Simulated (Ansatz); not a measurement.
**GeHF: taking an electron away**

How much energy removes an electron from GeHF at fixed geometry? The cation is run at each level and the neutral's energy taken from earlier runs.

Computed with Ansatz 0.2.0, Gaussian basis. Level: unrestricted cation, the program's frozen cores in correlated methods.

Plan: UKS PBE-D4/def2-TZVPP; UKS r2SCAN-D4/def2-TZVPP; UKS PBE0-D4/def2-TZVPP; UKS B3LYP-D4/def2-TZVPP; UKS wB97X-V/def2-TZVPP; UKS wB97M-V/def2-TZVPP; UKS B2PLYP/def2-TZVPP; UHF-CCSD(T)/def2-TZVPP; UHF-MP2/def2-QZVPP; extrapolation to the limit; then −ε(HOMO) from the neutral's earlier runs with LDA (SPW92), PBE-D4, revPBE-D4, BLYP-D4, r2SCAN-D4, B97M-V, PBE0-D4, B3LYP-D4, r2SCANh-D4, r2SCAN0-D4, HSE06-D4, BHLYP-D4, CAM-B3LYP-D4, LC-ωPBE, ωB97X-V, ωB97M-V.

## 1. Structure used throughout

An earlier PBE0-D4 in a triple-zeta def2 set relaxation fixed the geometry.

3 atoms, charge 0, spin multiplicity 1.

Atoms are counted from 1 here; the program's logs count them from 0.

Bond lengths: F1–Ge2 1.757 Å, Ge2–H3 1.609 Å. Angles: F1–Ge2–H3 94.2°.

## 2. Cation, UKS PBE-D4/def2-TZVPP

File in.yaml:

```yaml
crystal:
  periodic: [false, false, false]
  atoms:
    - {symbol: F, position_ang: [0.672104, 1.012635, 0.469698]}
    - {symbol: Ge, position_ang: [-0.657860, 0.195237, -0.335600]}
    - {symbol: H, position_ang: [-0.025244, -1.272673, -0.147399]}
basis:
  gaussian: {orbitals: def2-TZVPP}
total_charge: 1
magnetization: {spin_polarized: true, initial_magnetization: 1}
hamiltonian: {xc: pbe, dispersion: d4}
```

The runs that follow: Cation, UKS r2SCAN-D4/def2-TZVPP; Cation, UKS PBE0-D4/def2-TZVPP; Cation, UKS B3LYP-D4/def2-TZVPP; Cation, UKS wB97X-V/def2-TZVPP; Cation, UKS wB97M-V/def2-TZVPP; Cation, UKS B2PLYP (frozen core)/def2-TZVPP; Cation, UHF-CCSD(T)/def2-TZVPP; Cation, UHF-MP2/def2-QZVPP.

Before running them: what should the planned runs give, taken together? Wanted: ionisation energy, CCSD(T)/CBS; nearest functional by difference; nearest −ε(HOMO); −ε(HOMO) of PBE; T1 of the cation.

**Answer**, as computed:

```
                        quantity                value
  ionisation energy, CCSD(T)/CBS             10.16 eV
nearest functional by difference  B3LYP-D4 (-0.23 eV)
                nearest −ε(HOMO)   LC-ωPBE (-0.34 eV)
                 −ε(HOMO) of PBE              6.07 eV
                T1 of the cation                0.021
```

In words: Energy differences with functionals land within 0.47 eV of the reference. −ε(HOMO) of PBE misses by 4.1 eV, since self-interaction lifts the level. Among orbital estimates LC-ωPBE comes nearest. Hartree-Fock falls 1.11 eV short, as the neutral has more correlation energy than the cation. Correlated methods include outer-core shells of Ge, which these sets cover unevenly. With outer-core shells in play the reference is unsure by up to some tenths of an eV, so close misses can't be ranked.
